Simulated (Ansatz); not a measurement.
# Pt (fcc type): the cost of one run

Method: DFT PBE, with the methods named in each step, in Ansatz 0.2.0.

2 further runs of the same task are left out: 2 that didn't finish.

## Step 1: The structure to begin with

It takes space group Fm-3m (No. 225, cubic). Conventional cell: a = 3.972 Å, b = 3.972 Å, c = 3.972 Å, α = 90.00°, β = 90.00°, γ = 90.00°. Pt (site symmetry m-3m) has 12 Pt at 2.81 Å as nearest neighbours.

Structure file:

```
CELL_PARAMETERS angstrom
0.00000 1.98577 1.98577
1.98577 0.00000 1.98577
1.98577 1.98577 0.00000
ATOMIC_POSITIONS crystal
Pt 0.00000 0.00000 0.00000
```

## Step 2: Bulk cell relaxed, PAW

File input.yaml:

```yaml
crystal:
  lattice:
    - [0.0, 1.9857740511, 1.9857740511]
    - [1.9857740511, 0.0, 1.9857740511]
    - [1.9857740511, 1.9857740511, 0.0]
  atoms:
    - { symbol: Pt, position: [0.0, 0.0, 0.0] }
kpoints:
  mp_grid: { grid: [19, 19, 19] }
scf:
  occupations: { method: fermi_dirac, width: 0.1 }
hamiltonian:
  xc: pbe
  pseudopotentials: { kind: paw }
output:
  forces: true
  stress: true
relax:
  f_tol: 0.005
  max_steps: 40
  cell: {}
```

Command:

```bash
$ ansatz run input.yaml --threads 1 --pin off --max-ram 3584MiB --backend cpu --events-out ev --progress --plain --runs-dir out
```

What time and memory should one allow on 1 thread of Arm Neoverse V2, shared host?

About 5.6 s, with a peak of 0.32 GiB.
